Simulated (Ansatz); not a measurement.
# BBrGaH3 (SMILES [BH2][GaH][Br]): single points off equilibrium

Aim: energy, forces and dipole at a structure displaced at random from a GFN2-xTB minimum, from CCSD(T) and from density functionals.

Computed with Ansatz 0.2.0, Gaussian basis. Level: single points in def2-TZVPP.

Cores are frozen in the correlated methods. Filled d shells of the heavier atoms are correlated.

## (1) The starting structure

SMILES `[BH2][GaH][Br]`, 6 atoms, charge 0, spin multiplicity 1.

Atoms are counted from 1 here; the program's logs count them from 0.

Bond lengths: B1–Ga2 2.272 Å, B1–H4 1.016 Å, B1–H5 1.249 Å, Ga2–Br3 2.138 Å, Ga2–H6 1.492 Å. Angles: Ga2–B1–H4 109.7°, Ga2–B1–H5 108.3°, H4–B1–H5 141.6°, B1–Ga2–Br3 111.2°, B1–Ga2–H6 138.3°, Br3–Ga2–H6 109.9°.

As a file:

```csv
atom,x (Å),y (Å),z (Å)
B1,-0.7860,0.5548,-0.9781
Ga2,0.4598,-0.0673,0.8171
Br3,1.0742,-2.1094,0.6612
H4,-1.7667,0.3604,-0.7978
H5,-0.0101,0.9082,-1.8908
H6,1.1238,0.5750,1.9892
```

## (2) CCSD(T)/def2-TZVPP

Input file run/in.yaml:

```yaml
crystal:
  periodic: [false, false, false]
  atoms:
    - {symbol: B, position_ang: [-0.786000, 0.554800, -0.978100]}
    - {symbol: Ga, position_ang: [0.459800, -0.067300, 0.817100]}
    - {symbol: Br, position_ang: [1.074200, -2.109400, 0.661200]}
    - {symbol: H, position_ang: [-1.766700, 0.360400, -0.797800]}
    - {symbol: H, position_ang: [-0.010100, 0.908200, -1.890800]}
    - {symbol: H, position_ang: [1.123800, 0.575000, 1.989200]}
basis:
  gaussian: {orbitals: def2-TZVPP}
correlation: {method: ccsd_t}
output: {forces: true}
```

The command line of these runs was not kept.

## (3) PBE0-D4/def2-TZVPP

run/in.yaml, as its differences from that of step 2:

```diff
@@ -11,3 +11,3 @@
   gaussian: {orbitals: def2-TZVPP}
-correlation: {method: ccsd_t}
-output: {forces: true}
+hamiltonian: {xc: pbe0, dispersion: d4}
+output: {forces: true, orbitals: {seedname: orbitals}}
```

## (4) wB97M-V/def2-TZVPP

run/in.yaml, as its differences from that of step 3:

```diff
@@ -11,3 +11,3 @@
   gaussian: {orbitals: def2-TZVPP}
-hamiltonian: {xc: pbe0, dispersion: d4}
-output: {forces: true, orbitals: {seedname: orbitals}}
+hamiltonian: {xc: {name: wB97M-V}}
+output: {forces: true}
```

## (5) r2SCAN-D4/def2-TZVPP

run/in.yaml, as its differences from that of step 4:

```diff
@@ -11,3 +11,3 @@
   gaussian: {orbitals: def2-TZVPP}
-hamiltonian: {xc: {name: wB97M-V}}
+hamiltonian: {xc: r2scan, dispersion: d4}
 output: {forces: true}
```

## (6) PBE-D4/def2-TZVPP

run/in.yaml, as its differences from that of step 5:

```diff
@@ -11,3 +11,3 @@
   gaussian: {orbitals: def2-TZVPP}
-hamiltonian: {xc: r2scan, dispersion: d4}
+hamiltonian: {xc: pbe, dispersion: d4}
 output: {forces: true}
```

## (7) CAM-B3LYP-D4/def2-TZVPP

run/in.yaml, as its differences from that of step 6:

```diff
@@ -11,3 +11,3 @@
   gaussian: {orbitals: def2-TZVPP}
-hamiltonian: {xc: pbe, dispersion: d4}
+hamiltonian: {xc: {name: CAM-B3LYP}, dispersion: d4}
 output: {forces: true}
```

## (8) SPW92/def2-TZVPP

run/in.yaml, as its differences from that of step 7:

```diff
@@ -11,3 +11,3 @@
   gaussian: {orbitals: def2-TZVPP}
-hamiltonian: {xc: {name: CAM-B3LYP}, dispersion: d4}
+hamiltonian: {xc: lda}
 output: {forces: true}
```

(Steps that only read results are left out.)

Q: Predict the outcome of this session. Wanted: energy less free atoms, CCSD(T)/def2-TZVPP; RMS force component; RMS force error; HOMO and LUMO, PBE0-D4; T1 diagnostic.

The runs gave:

| quantity | value |
| --- | --- |
| energy less free atoms, CCSD(T)/def2-TZVPP | -345.9 kcal/mol |
| RMS force component | 2.833 to 2.887 eV/Å over the methods |
| RMS force error | PBE0-D4 0.061, wB97M-V 0.081, r2SCAN-D4 0.067, PBE-D4 0.110, CAM-B3LYP-D4 0.070, SPW92 0.210 eV/Å |
| HOMO and LUMO, PBE0-D4 | -6.93 and -2.48 eV |
| T1 diagnostic | 0.010 |

Against CCSD(T) the functionals' energies less atoms differ by -52.4 to -5.3 kcal/mol, PBE-D4 by -5.6 kcal/mol. A larger basis would deepen the CCSD(T) value, while the functionals are nearly converged already, so the order here is not reliable. The forces of PBE0-D4 come nearest to CCSD(T), those of SPW92 are farthest. Frozen-core CCSD(T) forces in triple zeta carry basis errors of their own, and this is one geometry, so small gaps rank nothing.
